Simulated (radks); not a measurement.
**Dipole-allowed lines with 4 electrons: Mg⁸⁺, Al⁹⁺, Si¹⁰⁺, P¹¹⁺, S¹²⁺**

The task here is to estimate one member of a computed series from the others.

The numbers are computed with radks (a radial shooting solver on a logarithmic mesh, Libxc functionals) version 1 (non-relativistic Kohn-Sham, LB94 model potential, spin-unpolarised, spherical densities, point nucleus), except any that are marked as measured or tabulated.

## The system

```
species : Mg⁸⁺ ([He] 2s2), Al⁹⁺ ([He] 2s2), Si¹⁰⁺ ([He] 2s2), P¹¹⁺ ([He] 2s2), S¹²⁺ ([He] 2s2)
```

LB94 adds a gradient term to the LDA potential that gives it a −1/r tail. It is a model potential with no energy functional, so Etot and Exc are not given.

The first run:

The run's settings:

```text
Z 12
configuration [He] 2s2 2p0 3s0 3d0
relativity non-relativistic
functional lda,pw
model_potential LB94
spin unpolarised
nucleus point
response adiabatic LDA kernel, real frequencies
```

Started as:

```sh
$ python run_ks.py task.json out
```

All runs below come from this command, one after another.

Steps of the session up to this table: Mg⁸⁺, [He] 2s2; Al⁹⁺, [He] 2s2; Si¹⁰⁺, [He] 2s2; P¹¹⁺, [He] 2s2; S¹²⁺, [He] 2s2.

One of the session's tables, all rows but one given; the rest of the session is left out.

```
species  −ε(HOMO) (eV)  first line (eV)  strongest line (eV)  static α (bohr³)
   Mg⁸⁺         322.92           28.200               192.64            0.2589
   Al⁹⁺         392.83           31.041               232.89            0.1939
  Si¹⁰⁺              ?                ?                    ?                 ?
   P¹¹⁺         553.06           36.716               324.73            0.1169
   S¹²⁺         643.38           39.553               376.32           0.09338
```

Estimate the missing values for Si¹⁰⁺.

The run gave: −ε(HOMO) (eV): 469.55; first line (eV): 33.880; strongest line (eV): 276.92; static α (bohr³): 0.1489. In the column «−ε(HOMO) (eV)» it lies between Al⁹⁺ (392.83) and P¹¹⁺ (553.06).

What this shows: In Mg⁸⁺ the response moves the first line 8.224 eV above the bare orbital gap, and the lines found carry 99 % of the static polarisability. Very weak lines can be missed, and lines above minus the highest eigenvalue dissolve into this model's continuum.
